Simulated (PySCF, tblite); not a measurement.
# C7H6NO radical: geometry, infrared bands and EPR parameters

Wanted: the infrared bands and EPR parameters of C7H6NO radical (`N#C[C@@H]1C[C]=CC(=O)C1`), by calculation.

Computed with tblite 0.8.0 and PySCF 2.14.0, with density-fitted response routines of our own, on a single molecule in the gas phase. Atoms are numbered from 0 throughout.

**1. The starting structure**

15 atoms, charge 0, multiplicity 2; geometry from: force field or distance geometry start.

Bonds of the start (Å): N0–C1 1.15, C1–C2 1.44, C2–C3 1.52, C3–C4 1.49, C4–C5 1.34, C5–C6 1.46, C6–O7 1.28, C6–C8 1.49, C8–C2 1.53, C2–H9 1.12, C3–H10 1.09, C3–H11 1.11, C5–H12 1.08, C8–H13 1.09, C8–H14 1.13.

**2. Relaxing the molecule with GFN2-xTB**

The job: settings as JSON, then the geometry in Å.

```
{"job": {"kind": "relax", "xc": "GFN2-xTB", "basis": "xTB"}, "charge": 0, "multiplicity": 2}
N     -2.952900    -0.311300     1.682300
C     -1.935900    -0.104900     1.189100
C     -0.642000     0.143900     0.598200
C     -0.716300     1.056800    -0.616900
C      0.697500     1.396500    -0.939800
C      1.720300     0.574000    -0.692400
C      1.471500    -0.713000    -0.058500
O      2.439600    -1.447100     0.347000
C      0.053200    -1.126400     0.103800
H      0.090400     0.630400     1.285600
H     -1.347900     1.934500    -0.451800
H     -1.156500     0.435600    -1.423900
H      2.740200     0.839100    -0.929600
H     -0.066600    -1.961100     0.794300
H     -0.398900    -1.338800    -0.909100
```

Run with:

```
> OMP_NUM_THREADS=1 python probes_run.py task.json out
```

The driver reads the jobs from task.json and runs them one after another.

**Question.** This job is followed by: GFN2-xTB harmonic vibrations, gas phase; UKS B3LYP, pcH-1 on C H N O, non-relativistic, mean-field spin-orbit, GIAO. Predict these results of the whole session: strongest single infrared mode (GFN2-xTB); zero-point energy (GFN2-xTB); g(iso) (B3LYP); ⟨S²⟩; largest a(iso); potential on the surface of density 0.002 e/bohr³, 1st and 99th percentile.

As calculated:

| quantity | value |
| --- | --- |
| strongest single infrared mode (GFN2-xTB) | 1693 cm⁻¹, 416 km/mol |
| zero-point energy (GFN2-xTB) | 68.8 kcal/mol |
| g(iso) (B3LYP) | 2.00241 |
| ⟨S²⟩ | 0.759 (exact 0.75) |
| largest a(iso) | 13C on C4, 346.9 MHz |
| potential on the surface of density 0.002 e/bohr³, 1st and 99th percentile | -1.54 V and 1.53 V |

What this shows: The optimisation took 45 steps and gained 0.622 eV; among the close pairs (by a distance rule), C6–O7 changed most, from 1.281 to 1.203 Å. All 39 modes are real, so the xTB geometry is a minimum. The strongest single mode, at 1693 cm⁻¹, moves mainly C4 and C5. GFN2-xTB is a fitted tight-binding method: band positions and strengths are rough. Its intensities can rank the bands wrongly. C4 carries the largest spin population, 0.96 e. The isotropic g lies 0.1 ppt above the free-electron value. These values are for one conformer; the search (at its own cheap level) found 2 more, at 0.78, 0.79 kcal/mol, and measured spectra average over such forms.
